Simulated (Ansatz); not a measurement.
This script drives the Ansatz DFT code, driven from Python.

The script reads `b2f2h2.xyz`:
```text
6

B    -0.88790   -0.11430   -0.34520
B     0.74790   -0.01060   -0.04270
F     1.57950   -1.18510   -0.16490
F     1.33520    1.25200    0.34140
H    -1.39310    0.95390   -0.19440
H    -1.38170   -0.89590    0.40580
```

Script `freq.py`:
```python
'''Harmonic frequencies of B2F2H2(-) at its relaxed geometry.'''

import itertools

import ansatz as az
from ase import Atoms
from ase.data import atomic_numbers, covalent_radii
from ase.thermochemistry import IdealGasThermo
import numpy as np

BASIS_SET = '6-31G*'
FUNCTIONAL = 'pbe'
NET_CHARGE = -1

system = az.Crystal.molecule_from_extxyz('b2f2h2.xyz')

setup = (
    system.calculation()
    .basis(gaussian=BASIS_SET)  # atom-centred Gaussian functions
    .functional(FUNCTIONAL)
    .charge(NET_CHARGE)  # electrons removed from the neutral system
    .spin('collinear', total=1)  # two spin channels
)
symbols = [site.symbol for site in system.cartesian_sites]
start = np.array([site.position_ang for site in system.cartesian_sites], dtype=float)
report = setup.relax(force_tolerance=0.003, max_steps=100).run(threads=1).report
end = np.array(report['positions_ang'])

# pairs closer than 1.2 times the sum of covalent radii, before or after
radius = [covalent_radii[atomic_numbers[s]] for s in symbols]
span = lambda where, i, j: np.linalg.norm(where[i] - where[j])
bonded = [(i, j) for i, j in itertools.combinations(range(len(symbols)), 2) if min(span(start, i, j), span(end, i, j)) < 1.2 * (radius[i] + radius[j])]
print('pair        before    after (A)')
for i, j in bonded:
    print(f'{symbols[i]}{i}-{symbols[j]}{j}'.ljust(10), f'{span(start, i, j):8.4f} {span(end, i, j):8.4f}')

# same settings at the minimum
minimum = az.Crystal.molecule()
for symbol, place in zip(symbols, end):
    minimum = minimum.atom(symbol, place.tolist())
vibrating = (
    minimum.calculation()
    .basis(gaussian=BASIS_SET)
    .functional(FUNCTIONAL)
    .charge(NET_CHARGE)
    .spin('collinear', total=1)
    .phonons(temperatures=(200, 600, 100))
)
vib = vibrating.run(threads=1).report['vibrations']
sums = vib['harmonic_sums']
modes = [m['omega_inv_cm'] for m in sums['modes_at_gamma'] if m['rigid_motion'] == 'no']
for number, w in enumerate(modes, start=1):
    print(f'mode {number:2d} {w:9.1f} 1/cm {w / 8065.544 * 1000:8.2f} meV')
print('imaginary modes:', sum(w < 0 for w in modes), ' zero-point energy:', round(sums['zero_point_energy_ev'], 4), 'eV')
# rigid rotor and ideal gas, symmetry number taken as one
gas = IdealGasThermo(vib_energies=[w / 8065.544 for w in modes if w > 0], geometry='linear' if len(modes) == 3 * len(symbols) - 5 else 'nonlinear',
                     atoms=Atoms(symbols, positions=end), symmetrynumber=1, spin=0.5)
print(f'H(298 K) - E = {gas.get_enthalpy(298.15, verbose=False):.4f} eV')
print(f'S(298 K, 1 bar) = {96485.33 * gas.get_entropy(298.15, 1e5, verbose=False):.1f} J/(mol K) with symmetry number 1')
```

It is started by `python freq.py`. Estimate its wall time and peak memory on 1 thread of Arm Neoverse V1, on a shared host.

It took about 63 s, with a peak of 0.24 GiB, for 2 runs of the engine.

Running `python freq.py` prints:
```text
pair        before    after (A)
B0-B1        1.6668   1.6436
B0-H4        1.1912   1.2289
B0-H5        1.1911   1.2289
B1-F2        1.4443   1.3920
B1-F3        1.4445   1.3920
mode  1     270.8 1/cm    33.57 meV
mode  2     324.1 1/cm    40.18 meV
mode  3     463.6 1/cm    57.48 meV
mode  4     497.2 1/cm    61.65 meV
mode  5     634.1 1/cm    78.61 meV
mode  6     695.2 1/cm    86.19 meV
mode  7     710.8 1/cm    88.12 meV
mode  8    1111.6 1/cm   137.82 meV
mode  9    1136.0 1/cm   140.84 meV
mode 10    1256.4 1/cm   155.78 meV
mode 11    2398.4 1/cm   297.36 meV
mode 12    2433.4 1/cm   301.70 meV
imaginary modes: 0  zero-point energy: 0.7397 eV
H(298 K) - E = 0.8901 eV
S(298 K, 1 bar) = 290.6 J/(mol K) with symmetry number 1
```

What to keep in mind:
- The frequencies are harmonic and unscaled, in a modest basis.
- The run takes the species as open-shell (spin multiplicity 2), which needn't be its ground state.
- The entropy takes a symmetry number of 1; a symmetric molecule's is lower by R ln(sigma).
- Anions want diffuse functions, which this basis lacks.
